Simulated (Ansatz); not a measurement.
# FeSi: the cost of one run

Method: DFT PBEsol, scalar-relativistic, plane waves, PAW, in Ansatz 0.2.0.

The COD entry's cell or inner coordinates are ideal or old and differ from later refinements, so a difference from it is no clean test against experiment.

2 further runs of the same task are left out: 2 set aside as unsound or not needed.

## (1) The starting structure

Symmetry: P2_13, No. 198, cubic system. Conventional cell: a = 4.403 Å, b = 4.403 Å, c = 4.403 Å, α = 90.00°, β = 90.00°, γ = 90.00°. Fe (site symmetry 3) has 7 Si at 2.26 to 2.47 Å as nearest neighbours. Si (site symmetry 3) is surrounded by 7 Fe at 2.26 to 2.47 Å.

Coordinates:

```xyz
8
Lattice="4.4033 0.0000 0.0000 0.0000 4.4033 0.0000 0.0000 0.0000 4.4033" Properties=species:S:1:pos:R:3 pbc="T T T"
Fe    0.6026    0.6026    0.6026
Fe    1.5990    3.8006    2.8043
Fe    2.8043    1.5990    3.8006
Fe    3.8006    2.8043    1.5990
Si    3.7031    3.7031    3.7031
Si    2.9018    0.7002    1.5015
Si    1.5015    2.9018    0.7002
Si    0.7002    1.5015    2.9018
```

It is the result of an earlier relaxation at this level (volume 10.67 Å³/atom; gap on the mesh: 0.15 eV).

## (2) Electronic structure at the relaxed geometry

input.yaml reads:

```yaml
crystal:
  lattice:
    - [4.403277838, 0.0, 0.0]
    - [0.0, 4.403277838, 0.0]
    - [0.0, 0.0, 4.403277838]
  atoms:
    - { symbol: Fe, position: [0.136859208, 0.136859208, 0.136859208] }
    - { symbol: Fe, position: [0.363140792, 0.863140792, 0.636859208] }
    - { symbol: Fe, position: [0.636859208, 0.363140792, 0.863140792] }
    - { symbol: Fe, position: [0.863140792, 0.636859208, 0.363140792] }
    - { symbol: Si, position: [0.8409915082, 0.8409915082, 0.8409915082] }
    - { symbol: Si, position: [0.6590084918, 0.1590084918, 0.3409915082] }
    - { symbol: Si, position: [0.3409915082, 0.6590084918, 0.1590084918] }
    - { symbol: Si, position: [0.1590084918, 0.3409915082, 0.6590084918] }
basis:
  ecutwfc: 420
kpoints:
  mp_grid: { grid: [8, 8, 8] }
  band_path:
    path:
      - [[0.0, 0.0, 0.0], [0.0, 0.5, 0.0], [0.5, 0.5, 0.0], [0.0, 0.0, 0.0], [0.5, 0.5, 0.5], [0.0, 0.5, 0.0]]
      - [[0.5, 0.5, 0.5], [0.5, 0.5, 0.0], [0.5, 0.0, 0.0]]
    npoints: 14
hamiltonian:
  xc: pbesol
scf:
  occupations: { method: gaussian, width: 0.01 }
  n_extra_bands: 20
output:
  forces: true
  stress: true
  eigenvalues: true
  populations: true
  dos: { projected: true, de: 0.02, nscf_kmesh: { grid: [12, 12, 12] } }
  bader: true
  write_density: true
  write_potential: true
  elf: true
  volumetric_format: npy
```

On the command line:

```bash
ansatz run input.yaml --threads 2 --pin off --max-ram 5120MiB --backend cpu --events-out ev --progress --plain --runs-dir out
```

What time and memory should one allow on 2 threads of Arm Neoverse V1, shared host?

About 2.3 min, with a peak of 0.62 GiB.
